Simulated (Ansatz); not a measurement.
# Cr (Chromium): the cost of one run

Program: Ansatz 0.2.0. Level of theory: DFT PBE, scalar-relativistic, plane waves, PAW. These are calculated values, not measurements.

2 further runs of the same task are left out: 2 set aside as unsound or not needed.

## 1. The system as given

The structure is cubic, space group Im-3m (No. 229). Conventional cell: a = 2.848 Å, b = 2.848 Å, c = 2.848 Å, α = 90.00°, β = 90.00°, γ = 90.00°. Around Cr (site symmetry m-3m) lie 8 Cr at 2.47 Å.

Coordinates:

```cif
data_structure
_symmetry_space_group_name_H-M 'Im-3m'
_symmetry_Int_Tables_number 229
_cell_length_a 2.8478
_cell_length_b 2.8478
_cell_length_c 2.8478
_cell_angle_alpha 90.000
_cell_angle_beta 90.000
_cell_angle_gamma 90.000
_cell_volume 23.10
loop_
_atom_site_label
_atom_site_type_symbol
_atom_site_symmetry_multiplicity
_atom_site_Wyckoff_symbol
_atom_site_fract_x
_atom_site_fract_y
_atom_site_fract_z
_atom_site_occupancy
Cr1 Cr 2 a 0.00000 0.00000 0.00000 1
```

This cell was relaxed beforehand with the same method: volume 11.55 Å³/atom, gap on the mesh none (metal).

The bulk reference comes from a run made before at the same settings: -3377.7370 eV/atom.

## 2. Cutting the (100) slab

Planes are indexed in the bulk's conventional cell (Im-3m (No. 229)), a = 2.848 Å, b = 2.848 Å, c = 2.848 Å, α = 90.00°, β = 90.00°, γ = 90.00°.

The slab is a (100) slab, 4.3 Å thick as cut, with 15 Å of vacuum; its outer planes are Cr (top) and Cr (bottom).

The slab as cut. Layers, bottom to top:

```tsv
plane	atoms per cell	height over the lowest (Å)
1	Cr	0.00
2	Cr	1.42
3	Cr	2.85
4	Cr	4.27
```

## 3. Single point on the unrelaxed (100) slab

A dipole layer in the vacuum cancels the field that periodic copies would set up if the slab's two faces differ.

The input, input.yaml:

```yaml
crystal:
  lattice:
    - [2.8478300082, 0.0, 0.0]
    - [0.0, 2.8478300082, 0.0]
    - [0.0, 0.0, 19.2717450123]
  atoms:
    - { symbol: Cr, position: [0.5, 0.5, 0.389170778] }
    - { symbol: Cr, position: [0.0, 0.0, 0.463056926] }
    - { symbol: Cr, position: [0.5, 0.5, 0.536943074] }
    - { symbol: Cr, position: [0.0, 0.0, 0.610829222] }
basis:
  ecutwfc: 420
kpoints:
  mp_grid: { grid: [12, 12, 1] }
hamiltonian:
  xc: pbe
scf:
  occupations: { method: gaussian, width: 0.1 }
output:
  forces: true
  stress: true
  eigenvalues: true
efield:
  axis: 3
  dipole_correction: true
```

On the command line:

```sh
> ansatz run input.yaml --threads 1 --pin off --max-ram 2560MiB --backend cpu --events-out ev --progress --plain --runs-dir out
```

**Question.** How long does this run take on 1 thread of Arm Neoverse V1, shared host, and how much memory does it need?

About 15 s, with a peak of 0.38 GiB.
